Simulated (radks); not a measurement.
**Valence configurations of Cr**

The task here is to estimate one member of a computed series from the others.

Method: Dirac Kohn-Sham, PBEsol, spin-unpolarised, spherical densities, point nucleus; open shells fill j = l - 1/2 first. Code: radks (a radial shooting solver on a logarithmic mesh, Libxc functionals) version 1.

**What is computed**

| Quantity | Value |
| --- | --- |
| element | chromium (Z = 24) |
| charge | 0 |
| electrons | 24 |
| configuration | [Ar] 3d5 4s1 |
| others tried | 3d6; 3d4.5 4s1.5; 3d4 4s2; 3d5.5 4s0.5; 3d4 4s1 4p1; 3d5 4s0.5 4p0.5; 3d5 4p1; 3d3 4s1 4p2; 3d3.5 4s0.5 4p2 |

Set-up of the first run:

The run's settings:

```text
Z 24
configuration [Ar] 3d5 4s1
relativity Dirac
functional pbe_sol,pbe_sol
spin unpolarised
j_filling energy
nucleus point
c 137.035999084
```

Among the steps run: [Ar] 3d5 4s1.

One table of the session follows, with a row left open; its other results are not shown here.

It belongs to the step «[Ar] 3d5 4s1». From the orbitals of this run (lengths in bohr):

| level | <r> | outermost maximum (interpolated) | 90 % within | nodes |
| --- | --- | --- | --- | --- |
| 2p1/2 | 0.2581 | 0.196 | 0.424 | 0 |
| 2p3/2 | 0.2609 | 0.198 | 0.428 | 0 |
| 3s1/2 | 0.9027 | 0.777 | 1.36 | 2 |
| 3p1/2 | 0.9607 | 0.794 | 1.49 | 1 |
| 3p3/2 | 0.9699 | 0.801 | 1.50 | 1 |
| 4s1/2 | ? | ? | ? | ? |
| 3d3/2 | 1.511 | 0.838 | 2.80 | 0 |
| 3d5/2 | 1.523 | 0.841 | 2.83 | 0 |

**Question.** Estimate the row for 4s1/2.

**Answer.** <r>: 3.418; outermost maximum (interpolated): 2.75; 90 % within: 5.24; nodes: 3. In the column «<r>» it is the highest.
